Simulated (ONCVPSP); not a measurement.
# Pseudopotential generation for tin: ONCV, PBE

Aim: build the potential from the settings below, then test how well it stands in for the atom: other configurations, scattering, ghost states and the plane-wave cutoff that it needs.

The numbers are computed with ONCVPSP 4.0.1.1 (patched build) (PBE, scalar-relativistic, spin-unpolarised reference atom).

**1. Starting point**

The settings as typed:

| Quantity | Value |
| --- | --- |
| element | tin (Sn, Z = 50) |
| type | optimised norm-conserving Vanderbilt (ONCV) |
| frozen core | [Kr] |
| valence charge | 14 |
| reference configuration | 4d10 5s2 5p2 |
| partial waves | 5s: rc 2.15 bohr, ncon 3, nbas 7, qcut 3.7 1/bohr, 1 projector; 5p: rc 2.55 bohr, ncon 4, nbas 7, qcut 3.9 1/bohr, 1 projector; 4d: rc 1.00 bohr, ncon 3, nbas 6, qcut 11.3 1/bohr, 2 projectors, debl 0.9 Ha |
| local potential | polynomial inside 0.65 bohr (lpopt 5, dvloc0 1 Ha) |
| core correction | Teter function, fcfact 2.5, rcfact 1.15 |

The nodes and maxima of the atom's own shells, from an earlier all-electron run, set the scale for the radii.

All-electron outer shells of the reference configuration (PBE, scalar-relativistic, ld1.x):

| shell | level (eV) | outermost node (bohr) | outermost maximum (bohr) |
| --- | --- | --- | --- |
| 4s | -133.93 | 0.40 | 0.74 |
| 4p | -89.70 | 0.41 | 0.79 |
| 4d | -25.84 | 0.39 | 0.88 |
| 5s | -10.55 | 0.98 | 2.01 |
| 5p | -3.69 | 1.09 | 2.55 |

**2. Generation**

Sn.dat reads:

```
# ATOM AND REFERENCE CONFIGURATION
# atsym  z   nc   nv     iexc    psfile
  Sn 50.00    8    3        4      upf
#
#   n    l    f
    1    0    2.00
    2    0    2.00
    2    1    6.00
    3    0    2.00
    3    1    6.00
    3    2   10.00
    4    0    2.00
    4    1    6.00
    4    2   10.00
    5    0    2.00
    5    1    2.00
#
# PSEUDOPOTENTIAL AND OPTIMIZATION
# lmax
    2
#
#   l,   rc,      ep,       ncon, nbas, qcut
    0    2.15    0.00    3    7    3.70
    1    2.55    0.00    4    7    3.90
    2    1.00    0.00    3    6   11.30
#
# LOCAL POTENTIAL
# lloc, lpopt,  rc(5),   dvloc0
    4    5    0.65    1.00
#
# VANDERBILT-KLEINMAN-BYLANDER PROJECTORs
# l, nproj, debl
    0    1    3.30
    1    1    3.60
    2    2    0.90
#
# MODEL CORE CHARGE
# icmod, fcfact, rcfact
    3    2.50    1.15
#
# LOG DERIVATIVE ANALYSIS
# epsh1, epsh2, depsh
   -2.00    5.00    0.02
#
# OUTPUT GRID
# rlmax, drl
    6.00    0.01
#
# TEST CONFIGURATIONS
# ncnf
    4
# nvcnf
#   n    l    f
    3
    4    2   10.00
    5    0    2.00
    5    1    1.00
#
    3
    4    2   10.00
    5    0    2.00
    5    1    0.00
#
    3
    4    2   10.00
    5    0    1.00
    5    1    0.00
#
    3
    4    2   10.00
    5    0    0.00
    5    1    0.00
#
```

Started as:

```
$ oncvpsp.x < Sn.dat > Sn.out
```

**Question.** What will these runs give? Wanted: cutoffs for 1 and 0.1 mHa per electron, occupied waves; bound ghosts; GHOST(+) flags; largest test error; largest phase difference near zero energy, channels read; rms error of d²Exc/dn², without and with the model core; projector energies reset by the program.

**Answer**, as computed:

| quantity | value |
| --- | --- |
| cutoffs for 1 and 0.1 mHa per electron, occupied waves | 46 Ha and 54 Ha |
| bound ghosts | s at -701.89 eV, s at -65.31 eV, p at -325.69 eV |
| GHOST(+) flags | none at low energy |
| largest test error (AE − PS) | -1.2 meV, for 4d10 5s2 5p0 (2 tests unsolved) |
| largest phase difference near zero energy, channels read | 0.011 rad |
| rms error of d²Exc/dn², without and with the model core | 4.38 and 2.93 mHa |
| projector energies reset by the program | d: -0.950, 0.250 Ha |

**Reading.** It has a bound ghost (s, p), a state that the atom doesn't have, and that rules the file out. By total energies transferability is very good where solved: the largest error is 1.2 meV on 20.8 eV, for 4d10 5s2 5p0. Atomic tests can pass in spite of a ghost, since they solve only for the levels asked. Of the tests 2 gave no usable energy difference, which is a warning in itself. It counts as hard, with 46 Ha needed at the looser tolerance. At the looser tolerance the 4d wave is the slowest; 5s needs 6 Ha. Near zero energy the phases of the channels with partial waves agree within 0.011 rad. These are tests on the free atom; a crystal test is still owed.
